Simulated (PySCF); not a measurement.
**Fluorine: the same states on changed settings**

These states were run before on sound settings. What differs here: all electrons correlated in a basis built for the valence shell. What does it move?

Program: PySCF 2.14.0. Level of theory: unrestricted determinants in a Gaussian basis, no spin-orbit coupling in the energies. These are calculated values, not measurements, unless marked.

6 further runs of the same task are left out: 6 that didn't finish.

### 1 What is computed

```
Element                                   : fluorine (Z = 9)
Basis                                     : 6-31G* (3s2p1d, 14 functions)
Hamiltonian                               : no relativity, point nucleus
State 1                                   : F⁺: [He] 2s2 2p4, high-spin 3P determinant
State 2                                   : F²⁺: [He] 2s2 2p3, high-spin 4S determinant
Methods                                   : MP2, CCSD(T)
Core shells frozen in the correlated runs : all electrons: nothing (for F⁺)
```

The outer shells:

F+ [He] 2s2 2p4
```
[He] core
2s [↑↓]
2p [↑↓][↑ ][↑ ]
```

F2+ [He] 2s2 2p3
```
[He] core
2s [↑↓]
2p [↑ ][↑ ][↑ ]
```

The sound run (6-31G*, no relativity, point nucleus, symmetry-adapted start, fine grid, valence correlation) gave:

| species | method | energy (hartree) |
| --- | --- | --- |
| F⁺ | UHF | -98.78846 |
| F⁺ | M06-L | -99.06768 |
| F⁺ | LDA | -98.40197 |
| F⁺ | MP2 (valence) | -98.86553 |
| F⁺ | CCSD(T) (valence) | -98.87940 |
| F²⁺ | UHF | -97.55968 |
| F²⁺ | M06-L | -97.76915 |
| F²⁺ | LDA | -97.10236 |
| F²⁺ | MP2 (valence) | -97.60590 |
| F²⁺ | CCSD(T) (valence) | -97.61851 |

The runs were made by one driver on top of PySCF. The scripts below sum up each run's settings (the driver also hands on starting orbitals that pick excited configurations, and frozen orbitals as a list rather than a count), and the logs come from the driver's own runs. The driver starts from symmetry-adapted Hartree-Fock orbitals, holds the occupation by maximum overlap and uses a logarithmic radial grid for functionals, so a plain start would take other cycles.

It was started by

```bash
$ OMP_NUM_THREADS=1 python atomrun2.py TASK.json OUT
```

### 2 Changed run, F⁺, method by method

Level: MP2 (all electrons).

input.py reads:

```python
from pyscf import gto, scf, dft, mp, cc
import basis_set_exchange as bse
mol = gto.M(atom="F 0 0 0", charge=1, spin=2, symmetry="D2h",
            basis=gto.basis.parse(bse.get_basis("6-31G*", elements=["F"], fmt="nwchem", header=False)))
mf = scf.UHF(mol)
mf.irrep_nelec = {'Ag': (2, 2), 'B1u': (1, 0), 'B2u': (1, 1), 'B3u': (1, 0)}
mf.kernel()
mp.UMP2(mf, frozen=0).kernel()
```

No log was kept for this step.

It took 0.01 s on 1 thread of Intel Xeon 6975P-C, shared host, the integrals not counted.

With 8 electrons correlated, the MP2 correlation energy is -0.07826 hartree (-0.01959 same spin, -0.05867 opposite spin); the SCS form gives -0.07693. Largest pairs of shells: 2p-2p -0.0361, 2s-2p -0.0357, 2s-2s -0.0053, 1s-2p -0.0006, 1s-2s -0.0003.

Level: CCSD(T) (all electrons).

Changes to input.py:

```diff
@@ -7,2 +7,3 @@
 mf.kernel()
-mp.UMP2(mf, frozen=0).kernel()
+mycc = cc.CCSD(mf, frozen=0).run()
+mycc.ccsd_t()
```

The log of the run:

```text
CC2 = 0
CCSD nocc = (np.int64(5), np.int64(3)), nmo = (14, 14)
frozen orbitals [[], []]
max_cycle = 100
direct = 0
conv_tol = 1e-08
conv_tol_normt = 1e-06
diis_space = 8
diis_start_cycle = 0
Init t2, MP2 energy = -0.0782574626971183
Init E_corr(UCCSD) = -0.0782574626996015
cycle = 1  E_corr(UCCSD) = -0.087867899387776  dE = -0.00961043669  norm(t1,t2) = 0.025251
cycle = 2  E_corr(UCCSD) = -0.0901694732397441  dE = -0.00230157385  norm(t1,t2) = 0.00700951
cycle = 3  E_corr(UCCSD) = -0.0910892390206749  dE = -0.000919765781  norm(t1,t2) = 0.00272928
cycle = 4  E_corr(UCCSD) = -0.0910913283041146  dE = -2.08928344e-06  norm(t1,t2) = 0.000674799
cycle = 5  E_corr(UCCSD) = -0.0910932680477977  dE = -1.93974368e-06  norm(t1,t2) = 0.000100962
cycle = 6  E_corr(UCCSD) = -0.0910928382497436  dE = 4.29798054e-07  norm(t1,t2) = 1.12505e-05
cycle = 7  E_corr(UCCSD) = -0.0910929615859891  dE = -1.23336246e-07  norm(t1,t2) = 1.89005e-06
cycle = 8  E_corr(UCCSD) = -0.09109295830342  dE = 3.28256911e-09  norm(t1,t2) = 3.32416e-07
UCCSD converged
E(UCCSD) = -98.87955039468291  E_corr = -0.09109295830342003
UCCSD(T) correction = -0.000928782159638927
```

It took 0.07 s on 1 thread of Intel Xeon 6975P-C, shared host, the integrals not counted.

CCSD correlation -0.09109 hartree, triples -0.00093; total -98.880479. T1 = 0.005, largest double amplitude 0.042.

### 3 Changed run, F²⁺

Level: MP2 (all electrons).

input.py reads:

```python
from pyscf import gto, scf, dft, mp, cc
import basis_set_exchange as bse
mol = gto.M(atom="F 0 0 0", charge=2, spin=3, symmetry="D2h",
            basis=gto.basis.parse(bse.get_basis("6-31G*", elements=["F"], fmt="nwchem", header=False)))
mf = scf.UHF(mol)
mf.irrep_nelec = {'Ag': (2, 2), 'B1u': (1, 0), 'B2u': (1, 0), 'B3u': (1, 0)}
mf.kernel()
mp.UMP2(mf, frozen=0).kernel()
```

This step left no log, only its results.

Time after the integrals: 0.01 s (1 thread of Intel Xeon 6975P-C, shared host).

With 7 electrons correlated, the MP2 correlation energy is -0.04725 hartree (-0.01154 same spin, -0.03571 opposite spin); the SCS form gives -0.04670. Largest pairs of shells: 2s-2p -0.0325, 2p-2p -0.0092, 2s-2s -0.0045, 1s-2p -0.0005, 1s-2s -0.0003.

Level: CCSD(T) (all electrons).

Changes to input.py:

```diff
@@ -7,2 +7,3 @@
 mf.kernel()
-mp.UMP2(mf, frozen=0).kernel()
+mycc = cc.CCSD(mf, frozen=0).run()
+mycc.ccsd_t()
```

The log of the run:

```text
CC2 = 0
CCSD nocc = (np.int64(5), np.int64(2)), nmo = (14, 14)
frozen orbitals [[], []]
max_cycle = 100
direct = 0
conv_tol = 1e-08
conv_tol_normt = 1e-06
diis_space = 8
diis_start_cycle = 0
Init t2, MP2 energy = -0.0472479995584144
Init E_corr(UCCSD) = -0.0472479995585331
cycle = 1  E_corr(UCCSD) = -0.0560887135380902  dE = -0.00884071398  norm(t1,t2) = 0.0230107
cycle = 2  E_corr(UCCSD) = -0.0584028660335574  dE = -0.0023141525  norm(t1,t2) = 0.00704189
cycle = 3  E_corr(UCCSD) = -0.0594039170911586  dE = -0.00100105106  norm(t1,t2) = 0.00240835
cycle = 4  E_corr(UCCSD) = -0.0593986232490474  dE = 5.29384211e-06  norm(t1,t2) = 0.000277233
cycle = 5  E_corr(UCCSD) = -0.0594002670951352  dE = -1.64384609e-06  norm(t1,t2) = 3.9658e-05
cycle = 6  E_corr(UCCSD) = -0.0593999944369166  dE = 2.72658219e-07  norm(t1,t2) = 1.5317e-06
cycle = 7  E_corr(UCCSD) = -0.0594000531771892  dE = -5.87402727e-08  norm(t1,t2) = 1.80952e-07
cycle = 8  E_corr(UCCSD) = -0.0594000508575143  dE = 2.31967492e-09  norm(t1,t2) = 2.07394e-08
UCCSD converged
E(UCCSD) = -97.61908199947295  E_corr = -0.05940005085751432
UCCSD(T) correction = -0.000384151943034553
```

It took 0.07 s on 1 thread of Intel Xeon 6975P-C, shared host, the integrals not counted.

CCSD correlation -0.05940 hartree, triples -0.00038; total -97.619466. T1 = 0.003, largest double amplitude 0.033.

### 4 Against the sound run

```
species                   method  converged  energy less sound run (eV)
     F⁺      MP2 (all electrons)        yes                     -0.0321
     F⁺  CCSD(T) (all electrons)        yes                     -0.0293
    F²⁺      MP2 (all electrons)        yes                     -0.0281
    F²⁺  CCSD(T) (all electrons)        yes                     -0.0261
```

Ionisation energy of F⁺:

```
 method  sound run (eV)  changed run (eV)  shift (eV)
    UHF          33.437            33.437      +0.000
    MP2          34.276            34.280      +0.004
SCS-MP2          34.258            34.259      +0.002
   CCSD          34.296            34.299      +0.003
CCSD(T)          34.311            34.314      +0.003
```

### 5 Summary of results

```
                                 quantity                                                            value
                                   change  all electrons correlated in a basis built for the valence shell
                           runs converged                                                           4 of 4
largest shift of a converged total energy                                                        0.0321 eV
   largest shift of the ionisation energy                                                  +0.004 eV (MP2)
```

**Reading.** The difference hardly moves. A valence basis has no tight correlating functions, so it recovers only part of the core correlation, and not evenly between atom and ion.
